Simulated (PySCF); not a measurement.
# Accurate constants of CuH+, step by step

An exercise on one series of results from a longer session: the logs are not shown, and one member is left open.

Program: PySCF 2.14.0. Level of theory: CCSD(T) on ROHF, scalar-relativistic core potentials. These are calculated values, not measurements.

Set-up of the first run:

```
molecule             : CuH+
state                : doublet, unpaired electrons σ ↑
smaller basis        : Cu cc-pVTZ-PP with ECP10, H cc-pVTZ
larger basis         : Cu cc-pVQZ-PP with ECP10, H cc-pVQZ
frozen core orbitals : 4
extrapolation        : correlation as n⁻³ (n = 3, 4), Hartree–Fock as (n+1)·exp(−9√n)
corrections          : none
distances (Å)        : 1.2990, 1.3581, 1.4171, 1.4761, 1.5352, 1.6090, 1.6828
masses (u)           : 62.9296, 1.0078
dissociation limit   : Cu+ + H
```

The run is started by

```console
OMP_NUM_THREADS=4 python comp.py task.json out
```

Among the steps run: Coupled cluster at each distance.

One table of the session follows, with a row left open; its other results are not shown here.

It belongs to the step «Coupled cluster at each distance». Parts of the energy along the bond, in eV from Cu+ + H:

| R (Å) | HF/CBS | CCSD corr. | (T) |
| --- | --- | --- | --- |
| 1.2990 | -0.214 | -0.609 | 0.0925 |
| 1.3581 | -0.464 | -0.504 | 0.1061 |
| 1.4171 | -0.617 | -0.417 | 0.1158 |
| 1.4761 | ? | ? | ? |
| 1.5352 | -0.709 | -0.292 | 0.1247 |
| 1.6090 | -0.659 | -0.248 | 0.1223 |
| 1.6828 | -0.552 | -0.228 | 0.1117 |

Q: Estimate the row for R (Å) = 1.4761 from the others.

Worked estimate for «HF/CBS». A straight line through the neighbours (1.4171, -0.617) and (1.5352, -0.709) gives -0.617 + (-0.709 + 0.617) × (1.4761 − 1.4171) / (1.5352 − 1.4171) = -0.663; a parabola fitted to 4 rows on both sides gives -0.693.

The run gave: HF/CBS: -0.694; CCSD corr.: -0.346; (T): 0.1220. In «HF/CBS» the line misses by +0.031 and the parabola by +0.001.
